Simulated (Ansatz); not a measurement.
# HfH₄O₄: small, medium and large basis sets

One table from this session's results is given with a row withheld; the runs are named, their logs left out.

Method: one geometry, several basis sets; program: Ansatz 0.2.0, Gaussian basis.

The runs, in order: PBE0-D4/def2-SVP; ωB97M-V/def2-SVP; PBE0-D4/def2-QZVPP; ωB97M-V/def2-QZVPP; the functionals' def2-TZVPP values are taken from earlier runs.

1 further run of the same task is left out (for a known fault of the program).

### The geometry

The geometry comes from an earlier relaxation with PBE0-D4 in a triple-zeta def2 set; it is a stationary point, not always the lowest conformer. Hf takes the def2 core potential; no spin-orbit term is included.

SMILES `[OH][Hf]([OH])([OH])[OH]`, 9 atoms, charge 0, spin multiplicity 1.

Atoms are counted from 1 here; the program's logs count them from 0.

Bond lengths: O1–Hf2 1.935 Å, O1–H6 0.951 Å, Hf2–O3 1.935 Å, Hf2–O4 1.935 Å, Hf2–O5 1.935 Å, O3–H7 0.951 Å, O4–H8 0.951 Å, O5–H9 0.951 Å. Angles: Hf2–O1–H6 155.7°, O1–Hf2–O3 109.3°, O1–Hf2–O4 109.7°, O1–Hf2–O5 109.3°, O3–Hf2–O4 109.3°, O3–Hf2–O5 109.7°, O4–Hf2–O5 109.3°, Hf2–O3–H7 155.7°, Hf2–O4–H8 155.6°, Hf2–O5–H9 155.7°.

As a file:

```
O    -0.5414    0.8151   -1.6692
Hf    0.0000    0.0000    0.0000
O     1.8968   -0.3776   -0.0568
O    -0.9743   -1.6502    0.2673
O    -0.3812    1.2128    1.4587
H    -1.0247    1.4197   -2.2216
H     2.7905   -0.2807   -0.3668
H    -1.1023   -2.5923    0.2541
H    -0.6634    1.4531    2.3343
```

Set-up of the first run:

The input, in.yaml:

```yaml
crystal:
  periodic: [false, false, false]
  atoms:
    - {symbol: O, position_ang: [-0.541427, 0.815130, -1.669216]}
    - {symbol: Hf, position_ang: [-0.000018, 0.000039, -0.000016]}
    - {symbol: O, position_ang: [1.896801, -0.377599, -0.056811]}
    - {symbol: O, position_ang: [-0.974251, -1.650181, 0.267303]}
    - {symbol: O, position_ang: [-0.381202, 1.212752, 1.458673]}
    - {symbol: H, position_ang: [-1.024708, 1.419740, -2.221593]}
    - {symbol: H, position_ang: [2.790525, -0.280660, -0.366800]}
    - {symbol: H, position_ang: [-1.102326, -2.592345, 0.254123]}
    - {symbol: H, position_ang: [-0.663382, 1.453123, 2.334347]}
basis:
  gaussian: {orbitals: def2-SVP}
hamiltonian: {xc: pbe0, dispersion: d4}
output: {orbitals: {seedname: orbitals}}
```

On the command line:

```console
ansatz run in.yaml --threads 4 --pin off --events-out ev --progress --plain --max-ram 10444MiB
```

Among the steps run: PBE0-D4 in def2-SVP; ωB97M-V in def2-SVP; PBE0-D4 in def2-QZVPP; ωB97M-V in def2-QZVPP.

One table of the session follows, with a row left open; its other results are not shown here.

```
functional       basis  HOMO (eV)  LUMO (eV)
   PBE0-D4    def2-SVP      -8.29       0.26
   PBE0-D4  def2-TZVPP      -8.53       0.02
   PBE0-D4  def2-QZVPP      -8.61      -0.28
   ωB97M-V    def2-SVP          ?          ?
   ωB97M-V  def2-TZVPP     -10.99       1.15
   ωB97M-V  def2-QZVPP     -11.07       0.56
```

Estimate the missing values for ωB97M-V, def2-SVP.

The run gave: HOMO (eV): -10.73; LUMO (eV): 1.46. In the column «HOMO (eV)» it lies between ωB97M-V, def2-TZVPP (-10.99) and PBE0-D4, def2-QZVPP (-8.61).
